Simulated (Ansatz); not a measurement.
# VN2: the cost of one run

Method: DFT PBE, scalar-relativistic, plane waves, PAW, in Ansatz 0.2.0.

1 further run of the same task is left out (set aside as unsound or not needed).

**1. Starting point**

Symmetry: I4/mcm, No. 140, tetragonal system. The conventional cell has a = 4.307 Å, b = 4.307 Å, c = 4.968 Å, α = 90.00°, β = 90.00°, γ = 90.00°. V (site symmetry 422) is surrounded by 8 N at 2.13 Å. N (site symmetry m2m) is surrounded by 1 N at 1.38 Å.

Structure file:

```
V N
1.0
    -2.15335    2.15335    2.48424
     2.15335   -2.15335    2.48424
     2.15335    2.15335   -2.48424
V N
2 4
Direct
  0.25000 0.25000 0.00000
  0.75000 0.75000 0.00000
  0.11357 0.61357 0.72715
  0.61357 0.88643 0.50000
  0.88643 0.38643 0.27285
  0.38643 0.11357 0.50000
```

It is the result of an earlier relaxation at this level (volume 7.68 Å³/atom; gap on the mesh: none (metal)).

**2. The undisturbed cell**

Input file input.yaml:

```yaml
crystal:
  lattice:
    - [-2.1533489896, 2.1533489896, 2.4842410747]
    - [2.1533489896, -2.1533489896, 2.4842410747]
    - [2.1533489896, 2.1533489896, -2.4842410747]
  atoms:
    - { symbol: V, position: [0.25, 0.25, 0.0] }
    - { symbol: V, position: [0.75, 0.75, 0.0] }
    - { symbol: "N", position: [0.1135731475, 0.6135731475, 0.727146295] }
    - { symbol: "N", position: [0.6135731475, 0.8864268525, 0.5] }
    - { symbol: "N", position: [0.8864268525, 0.3864268525, 0.272853705] }
    - { symbol: "N", position: [0.3864268525, 0.1135731475, 0.5] }
basis:
  ecutwfc: 420
kpoints:
  mp_grid: { grid: [16, 16, 16] }
hamiltonian:
  xc: pbe
scf:
  occupations: { method: gaussian, width: 0.15 }
output:
  forces: true
  stress: true
  eigenvalues: true
  write_density: true
  write_potential: true
  elf: true
  volumetric_format: npy
```

Command:

```bash
$ ansatz run input.yaml --threads 1 --pin off --max-ram 2560MiB --backend cpu --events-out ev --progress --plain --runs-dir out
```

Q: Estimate wall time and peak memory on 1 thread of Intel Xeon Platinum 8488C (Sapphire Rapids), shared host.

About 26 s, with a peak of 0.62 GiB.
